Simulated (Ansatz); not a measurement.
Set up this calculation in Ansatz 0.2.0, as the native input.

```
Task                : single point
Functional          : PBE
Potentials or basis : all-electron LAPW, scalar-relativistic
Cutoff              : 176 eV (chosen from the basis error)
Basis error allowed : 0.001 eV/atom
k mesh              : 8 × 8 × 8
Occupations         : fermi-dirac, width 0.05 eV
Spin                : no spin polarisation
```

Crystal: WS.

```
CELL_PARAMETERS angstrom
3.44485 0.00000 0.00000
0.00000 3.44485 0.00000
0.00000 0.00000 3.44485
ATOMIC_POSITIONS crystal
W 0.50000 0.50000 0.50000
S 0.00000 0.00000 0.00000
```

The cell was built by a generator and needn't be a form met in nature.

These files were run (other wordings do the same):

input.yaml

```yaml
crystal:
  lattice:
    - [3.44484848, 0.0, 0.0]
    - [0.0, 3.44484848, 0.0]
    - [0.0, 0.0, 3.44484848]
  atoms:
    - { symbol: W, position: [0.5, 0.5, 0.5] }
    - { symbol: S, position: [0.0, 0.0, 0.0] }
kpoints:
  mp_grid: { grid: [8, 8, 8] }
scf:
  occupations: { method: fermi_dirac, width: 0.05 }
hamiltonian:
  xc: pbe
  pseudopotentials: { kind: all_electron, lapw: { basis_error: 0.001 } }
output:
  forces: true
  stress: true
  eigenvalues: true
  populations: true
```

Potentials or basis: all-electron LAPW, scalar-relativistic.

Run with:

```sh
$ ansatz run input.yaml --threads 1 --pin off --max-ram 3072MiB --backend cpu --events-out ev --progress --plain --runs-dir out
```

It gave:

The pressure is -35.5 GPa, the band gap on the k mesh is none (metal or under the smearing width) and the loewdin charges are W +0.44; S -0.27 e.

Caveat: the atomic charges don't sum to the cell's charge; a pressure of tens of GPa on the cell as given is suspect, and the run, the potentials or the cell itself is likely at fault.

It took 11 s on 1 thread of Arm Neoverse V2, with other jobs on the host, peak memory 0.29 GiB.
